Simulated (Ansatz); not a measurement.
# CH2F2 + H4Si: molecular dynamics, part 2 of 2

The plan is to follow the two partners and see whether they stay together, part or react. The start is relaxed first. Runs: 600 steps of 0.25 fs under a Langevin thermostat at 300 K. SMILES of the start: [SiH4].FCF.

Ansatz 0.2.0; RKS r2SCANh/STO-3G. The steps go on from the part before.

### 4 The run

600 steps of 0.25 fs under a Langevin thermostat at 300 K, from the relaxed start.

Input file input.yaml:

```yaml
crystal:
  periodic: [false, false, false]
  atoms:
    - { symbol: Si, position_ang: [0.062307, -0.112804, -1.898896] }
    - { symbol: H, position_ang: [1.336863, -0.207683, -1.234991] }
    - { symbol: H, position_ang: [-0.623327, -1.377329, -1.835917] }
    - { symbol: H, position_ang: [0.282327, 0.234687, -3.280086] }
    - { symbol: H, position_ang: [-0.733727, 0.915064, -1.279535] }
    - { symbol: F, position_ang: [-1.110501, 0.931366, 2.209889] }
    - { symbol: C, position_ang: [-0.010334, 0.115578, 1.932008] }
    - { symbol: F, position_ang: [-0.3755, -0.835614, 0.972945] }
    - { symbol: H, position_ang: [0.843363, 0.742955, 1.539485] }
    - { symbol: H, position_ang: [0.328529, -0.40632, 2.875] }
basis:
  gaussian: { orbitals: STO-3G }
hamiltonian:
  xc: r2scanh
md:
  timestep: 0.25
  n_steps: 600
  ensemble: nvt_langevin
  temperature: 300.0
  initial_velocities: maxwell_boltzmann
  seed: 894394
  friction: 0.005
scf:
  lower_state_search: "off"
```

The run is started by

```sh
ansatz run input.yaml --threads 1 --pin off --max-ram 2048MiB --backend cpu --events-out ev --progress --plain --runs-dir out
```

The log of the run, cut to the lines that bear on the results:

```text
Warning: RAYON_NUM_THREADS=1 ignored (pool sized by the plan → 1); use --threads N
[...]
Functional definition: r2SCANh
[...]
429 factors; integrals over basis functions are off by at most 6.5e-6 eV
[...]
mean field -14259.25545506 eV, -524.0179727031 hartree, gradient 3.1e-6 eV, S^2 0.000000; 0 other end points of the search recorded, 0 dependent functions left out
[...]
reference -14259.25546056 eV, -524.0179729051 hartree; 22, 22 occupied and 8, 8 virtual orbitals, 429 factors
md step     0: t =     0.00 fs  T =   270.0 K  F+E_penalty+E_count = -14259.25545506 eV  E_kin = 0.349002 eV  (12 SCF iters)
[...]
md step    24: t =     6.00 fs  T =   200.6 K  F+E_penalty+E_count = -14259.10209855 eV  E_kin = 0.259315 eV  (12 SCF iters)
[...]
md step    48: t =    12.00 fs  T =   192.9 K  F+E_penalty+E_count = -14259.13165301 eV  E_kin = 0.249329 eV  (11 SCF iters)
[...]
md step    72: t =    18.00 fs  T =   114.4 K  F+E_penalty+E_count = -14259.04646307 eV  E_kin = 0.147894 eV  (11 SCF iters)
[...]
md step    96: t =    24.00 fs  T =   168.9 K  F+E_penalty+E_count = -14259.08962287 eV  E_kin = 0.218349 eV  (12 SCF iters)
md step    97: t =    24.25 fs  T =   172.8 K  F+E_penalty+E_count = -14259.09804599 eV  E_kin = 0.223311 eV  (12 SCF iters)
md step    98: t =    24.50 fs  T =   182.8 K  F+E_penalty+E_count = -14259.10538310 eV  E_kin = 0.236323 eV  (12 SCF iters)
```

### 5 The log goes on: dynamics from the start

Output, continued, cut to the lines that bear on the results:

```text
md step    99: t =    24.75 fs  T =   188.2 K  F+E_penalty+E_count = -14259.11109458 eV  E_kin = 0.243240 eV  (12 SCF iters)
[...]
md step   131: t =    32.75 fs  T =   190.6 K  F+E_penalty+E_count = -14259.08829994 eV  E_kin = 0.246370 eV  (12 SCF iters)
[...]
md step   163: t =    40.75 fs  T =   157.3 K  F+E_penalty+E_count = -14259.07587048 eV  E_kin = 0.203387 eV  (12 SCF iters)
[...]
md step   195: t =    48.75 fs  T =   111.0 K  F+E_penalty+E_count = -14259.03817307 eV  E_kin = 0.143473 eV  (12 SCF iters)
[...]
md step   227: t =    56.75 fs  T =   146.7 K  F+E_penalty+E_count = -14259.13650531 eV  E_kin = 0.189613 eV  (12 SCF iters)
md step   228: t =    57.00 fs  T =   149.6 K  F+E_penalty+E_count = -14259.13605428 eV  E_kin = 0.193329 eV  (12 SCF iters)
```

### 6 The output, continued: dynamics from the start

The log, continued, cut to the lines that bear on the results:

```text
md step   229: t =    57.25 fs  T =   144.4 K  F+E_penalty+E_count = -14259.13418132 eV  E_kin = 0.186686 eV  (12 SCF iters)
[...]
md step   255: t =    63.75 fs  T =   156.5 K  F+E_penalty+E_count = -14259.13322752 eV  E_kin = 0.202317 eV  (11 SCF iters)
[...]
md step   281: t =    70.25 fs  T =   175.8 K  F+E_penalty+E_count = -14259.12405735 eV  E_kin = 0.227199 eV  (11 SCF iters)
[...]
md step   307: t =    76.75 fs  T =   163.2 K  F+E_penalty+E_count = -14259.08643210 eV  E_kin = 0.210970 eV  (11 SCF iters)
[...]
md step   599: t =   149.75 fs  T =   111.9 K  F+E_penalty+E_count = -14259.06381106 eV  E_kin = 0.144639 eV  (11 SCF iters)
[...]
md step   600: t =   150.00 fs  T =   119.7 K  F+E_penalty+E_count = -14259.06460186 eV  E_kin = 0.154716 eV  (11 SCF iters)
Total energy: -14259.06460771 eV, -524.0109591922 hartree
[...]
Atom 1 at     1.267375    -1.268543    -1.891988 Å, force    -0.263731     0.155512     0.158160 eV/Å
Atom 2 at    -0.859905    -1.012501    -2.798762 Å, force    -0.451634    -0.218027    -0.299511 eV/Å
Atom 3 at     0.674939     0.786400    -2.858234 Å, force    -0.425028    -0.592019     0.495248 eV/Å
Atom 4 at    -0.355855     0.102259    -0.828387 Å, force    -0.170292     0.210686     0.612178 eV/Å
Atom 5 at    -1.371081     0.693562     2.077682 Å, force    -0.517884    -0.132963    -0.686933 eV/Å
Atom 6 at    -0.241407    -0.084555     2.277084 Å, force     1.290932     0.675875    -0.638994 eV/Å
Atom 7 at     0.052083    -1.031661     1.293007 Å, force    -0.747125    -0.082948    -0.499426 eV/Å
Atom 8 at     0.656585     0.595436     2.309375 Å, force     0.055345     0.201688     0.360559 eV/Å
Atom 9 at    -0.345985    -0.613408     3.222062 Å, force    -0.079213    -0.685283     1.538138 eV/Å
Dipole moment:     0.077899     0.022485     0.184318 e Å
Checks for a lower state left out: stability, starts, cluster_reference, orbital_swaps, neighbouring_geometries, increment
```

Run time: 17 min. Hardware: 1 thread of an Arm CPU, shared host; peak memory 0.08 GiB.

### 7 Frames and traces

One step in 24; energies are changes from step 0:

```tsv
time (fs)	T (K)	potential energy change (meV/atom)	closest contact of the partners (Å)
0.0	270	0.0	2.86
6.0	201	15.3	2.81
12.0	193	12.4	2.64
18.0	114	20.9	2.47
24.0	169	16.6	2.40
30.0	180	16.0	2.41
36.0	180	15.7	2.45
42.0	161	15.7	2.46
48.0	106	22.3	2.47
54.0	115	17.6	2.49
60.0	128	14.9	2.53
66.0	160	12.1	2.59
72.0	172	13.5	2.72
78.0	152	18.9	2.82
84.0	188	17.6	2.78
90.0	183	19.6	2.69
96.0	214	15.8	2.63
102.0	261	15.7	2.64
108.0	242	21.4	2.74
114.0	278	17.6	2.83
120.0	265	18.7	2.78
126.0	246	14.5	2.70
132.0	224	12.2	2.61
138.0	189	13.4	2.54
144.0	167	16.3	2.47
150.0	120	19.1	2.44
```

time (fs), T (K) and a bar:
```
      0.0        270 ##########################
      6.5        194 ##############
     13.0        168 ##########
     19.5        121 ##
     26.0        185 #############
     32.5        209 ################
     39.2        145 ######
     45.8        122 ##
     52.2        107 
     58.8        133 ####
     65.2        151 #######
     71.8        170 ##########
     78.2        155 ########
     84.8        204 ################
     91.2        176 ###########
     97.8        264 #########################
    104.2        235 #####################
    110.8        293 ##############################
    117.5        254 ########################
    124.0        231 ####################
    130.5        240 #####################
    137.0        198 ###############
    143.5        181 ############
    150.0        120 ##
```

### 8 Frames from the trajectory

Positions (Å) and forces (eV/Å):

```xyz
10
time_fs=18.8 T=117 dE=0.2020
Si    0.066   -0.140   -1.884    0.303    0.357    0.463
H     1.385   -0.020   -1.273   -0.426    0.020   -0.200
H    -0.510   -1.398   -1.467   -0.102    0.166   -0.204
H     0.229   -0.118   -3.313   -0.033   -0.041   -0.087
H    -0.753    1.009   -1.494    0.250   -0.556   -0.080
F    -1.159    0.960    2.215    0.312   -0.782   -0.421
C    -0.067    0.125    1.944    0.654   -1.715   -0.183
F    -0.323   -0.901    0.934   -0.193    1.797    1.746
H     0.800    0.732    1.558   -0.078    0.203   -0.012
H     0.301   -0.408    2.914   -0.687    0.552   -1.020
10
time_fs=37.5 T=185 dE=0.1427
Si    0.067   -0.181   -1.879   -0.031   -0.588   -0.482
H     1.354    0.075   -1.295    0.119   -0.055    0.040
H    -0.528   -1.382   -1.359    0.078   -0.037    0.073
H     0.185   -0.377   -3.308    0.128    0.184    0.132
H    -0.796    0.918   -1.625   -0.305    0.445    0.106
F    -1.162    0.881    2.122   -0.834    1.073    0.316
C    -0.070    0.071    1.984    1.574   -0.787    1.745
F    -0.349   -0.860    1.027   -0.326   -1.304   -1.283
H     0.869    0.620    1.697    0.004    0.562   -0.112
H     0.185   -0.475    2.974   -0.407    0.506   -0.534
10
time_fs=56.2 T=152 dE=0.1227
Si    0.077   -0.217   -1.883    0.252    0.916    0.456
H     1.349    0.057   -1.248   -0.187   -0.095   -0.020
H    -0.456   -1.438   -1.366   -0.182   -0.256   -0.061
H     0.338   -0.322   -3.288   -0.169   -0.024   -0.233
H    -0.811    0.913   -1.592    0.283   -0.578   -0.231
F    -1.205    0.854    2.082    0.562    0.205    0.577
C    -0.051    0.043    2.068   -1.135    0.259   -0.280
F    -0.316   -0.882    1.071    0.490   -0.646   -0.591
H     0.872    0.640    1.867    0.232    0.319   -0.318
H     0.109   -0.495    3.029   -0.147   -0.101    0.701
10
time_fs=75.0 T=192 dE=0.1216
Si    0.092   -0.237   -1.910    0.861   -0.568   -1.044
H     1.314   -0.086   -1.145   -0.265    0.100   -0.086
H    -0.474   -1.535   -1.657   -0.111    0.021    0.102
H     0.424   -0.185   -3.339   -0.078    0.002    0.674
H    -0.839    0.802   -1.663   -0.391    0.428    0.341
F    -1.251    0.877    2.120    0.607   -0.913   -0.179
C    -0.128    0.009    2.115   -0.059    0.762   -1.732
F    -0.214   -0.962    1.064   -0.243    1.035    1.241
H     0.800    0.637    1.946   -0.149   -0.127   -0.103
H    -0.012   -0.466    3.101   -0.173   -0.741    0.786
10
time_fs=93.8 T=220 dE=0.1490
Si    0.105   -0.261   -1.967   -0.999    0.060    1.409
H     1.204   -0.344   -1.030   -0.028   -0.067   -0.222
H    -0.651   -1.503   -1.968    0.386    0.190   -0.179
H     0.584    0.081   -3.253    0.191    0.112   -0.697
H    -0.822    0.759   -1.469    0.481   -0.281   -0.351
F    -1.242    0.838    2.101   -0.810    0.334   -0.710
C    -0.193   -0.060    2.158    1.119    0.910    2.121
F    -0.153   -0.968    1.144   -0.519   -0.925   -1.182
H     0.778    0.522    2.161    0.059    0.049   -0.051
H    -0.269   -0.566    3.169    0.120   -0.383   -0.138
10
time_fs=112.5 T=307 dE=0.1530
Si    0.103   -0.301   -2.004    1.363    0.305   -1.368
H     1.228   -0.787   -1.235   -0.194   -0.023   -0.065
H    -0.695   -1.387   -2.482   -0.300   -0.207    0.181
H     0.639    0.373   -3.210   -0.335   -0.384    0.848
H    -0.615    0.654   -1.246   -0.519    0.323    0.379
F    -1.270    0.773    2.029    0.171    0.241    0.503
C    -0.171   -0.053    2.301   -0.804   -0.597    0.368
F    -0.147   -0.949    1.212    0.565    0.017    0.750
H     0.776    0.549    2.396    0.130    0.046   -0.386
H    -0.301   -0.593    3.326   -0.076    0.280   -1.210
10
time_fs=131.2 T=245 dE=0.1133
Si    0.154   -0.338   -2.057   -1.724   -0.601    1.043
H     1.191   -1.170   -1.520    0.308    0.050   -0.094
H    -0.832   -1.198   -2.720    0.468    0.406    0.268
H     0.592    0.642   -2.962    0.608    0.572   -0.717
H    -0.509    0.365   -0.948    0.340   -0.402   -0.556
F    -1.337    0.735    2.034    0.500   -0.008    0.254
C    -0.204   -0.043    2.325   -0.441   -0.727   -0.674
F    -0.061   -0.973    1.260    0.096    0.487    0.811
H     0.732    0.575    2.424   -0.065    0.241   -0.190
H    -0.348   -0.591    3.304   -0.089   -0.017   -0.145
10
time_fs=150.0 T=120 dE=0.1909
Si    0.159   -0.348   -2.067    1.309    0.468   -1.039
H     1.267   -1.268   -1.892   -0.264    0.155    0.158
H    -0.860   -1.012   -2.799   -0.452   -0.218   -0.299
H     0.675    0.786   -2.858   -0.425   -0.592    0.495
H    -0.356    0.102   -0.828   -0.170    0.211    0.612
F    -1.371    0.694    2.078   -0.518   -0.133   -0.687
C    -0.241   -0.085    2.277    1.291    0.676   -0.639
F     0.052   -1.032    1.293   -0.747   -0.083   -0.499
H     0.657    0.595    2.309    0.055    0.202    0.361
H    -0.346   -0.613    3.222   -0.079   -0.685    1.538
```

### 9 Outcome

What follows sums up all 2 parts.

| quantity | value |
| --- | --- |
| relaxation of the start | 24 moves, 0.271 eV lower |
| length | 600 steps of 0.25 fs |
| temperature, first and last step | 270 and 120 K |
| temperature, second half | mean 216 K, from 108 to 313 K |
| potential energy, second half | +17 meV/atom from the start |
| bonds formed or broken | 0 |

**Reading.** Against a set 300 K the second half averages 216 K with a spread of 45 K; 17 meV/atom has gone into potential energy, and a thermostat that acts over some 200 fs has not made it up in 150 fs. The bonds all hold. The partners' closest contact goes from 2.86 to 2.44 Å: they stay in touch over this short run. Averages from a run of 150 fs with 10 atoms are rough. The nuclei move classically, without zero-point motion, which matters most for hydrogen. In so small a basis the energies are only a sketch.
